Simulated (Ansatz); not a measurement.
# Cl4Ge: the cost of one run

Computed with Ansatz 0.2.0 (the levels named in each step, unless a step's input says otherwise).

## (1) The structure to begin with

Bond lengths: Cl1–Ge2 2.127 Å, Ge2–Cl3 2.128 Å, Ge2–Cl4 2.127 Å, Ge2–Cl5 2.128 Å. Angles: Cl1–Ge2–Cl3 109.3°, Cl1–Ge2–Cl4 109.5°, Cl1–Ge2–Cl5 109.6°, Cl3–Ge2–Cl4 109.6°, Cl3–Ge2–Cl5 109.4°, Cl4–Ge2–Cl5 109.3°.

Structure file:

```xyz
5

Cl   -0.9511   -1.5179   -1.1478
Ge   -0.0002    0.0004   -0.0003
Cl    2.0774   -0.4314    0.1550
Cl   -0.2701    1.8830   -0.9525
Cl   -0.8571    0.0677    1.9460
```

## (2) A rough first relaxation, PBE-D4/def2-SVP

This run stands in another session on the same molecule. It ended at:

```xyz
5

Cl   -0.9622   -1.5306   -1.1556
Ge   -0.0003    0.0005    0.0001
Cl    2.0960   -0.4315    0.1562
Cl   -0.2691    1.8992   -0.9631
Cl   -0.8655    0.0643    1.9629
```

## (3) Relaxation, HF/STO-3G

File input.yaml:

```yaml
crystal:
  periodic: [false, false, false]
  atoms:
    - { symbol: Cl, position_ang: [-0.96223205, -1.5306247, -1.15564817] }
    - { symbol: Ge, position_ang: [-0.00027058, 0.00046098, 8.804e-05] }
    - { symbol: Cl, position_ang: [2.09604958, -0.43152662, 0.15621842] }
    - { symbol: Cl, position_ang: [-0.26906465, 1.8991573, -0.96314554] }
    - { symbol: Cl, position_ang: [-0.86554231, 0.06434303, 1.96294724] }
basis:
  gaussian: { orbitals: STO-3G }
hamiltonian:
  xc: hf
relax:
  f_tol: 0.002
  max_steps: 150
```

Run with:

```sh
$ ansatz run input.yaml --threads 4 --pin off --max-ram 10240MiB --backend cpu --events-out ev --progress --plain --runs-dir out
```

**Question.** How long does this run take on 4 threads of AMD EPYC (Zen 3), shared host, and how much memory does it need?

About 3.5 s, with a peak of 0.15 GiB.
